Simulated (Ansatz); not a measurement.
## BN, space group F-43m: a convergence test of the plane-wave cutoff

Run with the Ansatz DFT code, driven from Python.

Script `ecut_bn.py`:
```python
'''Cutoff test for BN.'''

from dataclasses import dataclass

import ansatz as az
from tabulate import tabulate


@dataclass
class RunConfig:
    functional: str = 'pbe'
    filling: str = 'fixed'


settings = RunConfig()

lattice = az.Lattice.of(
    [0.0, 1.8075, 1.8075],
    [1.8075, 0.0, 1.8075],
    [1.8075, 1.8075, 0.0],
)
sites = [
    ('B', [0.0, 0.0, 0.0]),
    ('N', [0.25, 0.25, 0.25]),
]
cell = az.Crystal(lattice=lattice)
for symbol, position in sites:
    cell = cell.atom(symbol, position)

job = cell.calculation()
job = job.functional(settings.functional)
job = job.kpoints(10)
job = job.occupations(settings.filling)
job = job.forces()
job = job.stress()

rows = []
for value in [250, 325, 400, 475, 550, 625]:
    report = job.basis(value).run(threads=1, backend='cpu').report
    rows.append((value, report['free_energy_ev'] / len(report['lattice']['sites']), report['n_iterations'], sum(report['stress_gpa'][i][i] for i in range(3)) / 3, max(abs(f) for row in report['forces_ev_ang'] for f in row), report['n_pw']))

print(tabulate(rows, headers=['cutoff (eV)', 'F/atom (eV)', 'iterations', 'P (GPa)', 'max component (eV/A)', 'plane waves'], floatfmt='.4f', tablefmt='grid'))

# the last row is the reference
for row in rows[:-1]:
    shift = 1000 * (row[1] - rows[-1][1])
    print(f'{row[0]}: {shift:+.2f} meV/atom' + ('  (within 1 meV)' if abs(shift) < 1 else ''))
```

```console
$ python ecut_bn.py
DeckWarning: basis.ecutwfc = 250 eV is below the records' recommended 420 eV, and the density's cutoff is lower with it unless basis.ecutrho_ratio is high enough to keep the records' density cutoff: compare with a run at a higher cutoff
DeckWarning: basis.ecutwfc = 325 eV is below the records' recommended 420 eV, and the density's cutoff is lower with it unless basis.ecutrho_ratio is high enough to keep the records' density cutoff: compare with a run at a higher cutoff
DeckWarning: basis.ecutwfc = 400 eV is below the records' recommended 420 eV, and the density's cutoff is lower with it unless basis.ecutrho_ratio is high enough to keep the records' density cutoff: compare with a run at a higher cutoff
+---------------+---------------+--------------+-----------+------------------------+---------------+
|   cutoff (eV) |   F/atom (eV) |   iterations |   P (GPa) |   max component (eV/A) |   plane waves |
+===============+===============+==============+===========+========================+===============+
|           250 |     -270.6000 |            6 |   12.9287 |                 0.0000 |           113 |
+---------------+---------------+--------------+-----------+------------------------+---------------+
|           325 |     -271.0688 |            6 |    1.6798 |                 0.0000 |           169 |
+---------------+---------------+--------------+-----------+------------------------+---------------+
|           400 |     -271.1335 |            6 |    2.9529 |                 0.0000 |           181 |
+---------------+---------------+--------------+-----------+------------------------+---------------+
|           475 |     -271.1406 |            6 |    3.0657 |                 0.0000 |           283 |
+---------------+---------------+--------------+-----------+------------------------+---------------+
|           550 |     -271.1409 |            6 |    3.0621 |                 0.0000 |           331 |
+---------------+---------------+--------------+-----------+------------------------+---------------+
|           625 |     -271.1411 |            6 |    3.0441 |                 0.0000 |           411 |
+---------------+---------------+--------------+-----------+------------------------+---------------+
250: +541.07 meV/atom
325: +72.31 meV/atom
400: +7.62 meV/atom
475: +0.51 meV/atom  (within 1 meV)
550: +0.26 meV/atom  (within 1 meV)
```
(Warnings from the package without file and line.)

From 475 eV on it stays within 1 meV an atom of the value at 625 eV; the first row (250 eV) is off by 541.1 meV and the last but one by 0.26 meV. The energy falls steadily, as expected when plane waves are added. The pressure moves from 12.93 to 3.04 GPa (the program's stress holds a Pulay correction, so it settles early).

Caveats:
- Forces vanish by symmetry here and test nothing.
- Pressure is positive in compression.
- The structure is a deposited one; some such entries were measured under pressure or heat, so a shift against it needn't be the functional's error alone.
- Shifts are counted from the last row, which is itself no proven limit.
- Finished in 4.7 s on 1 thread of Arm Neoverse V1, on a shared host, peak memory 0.32 GiB.
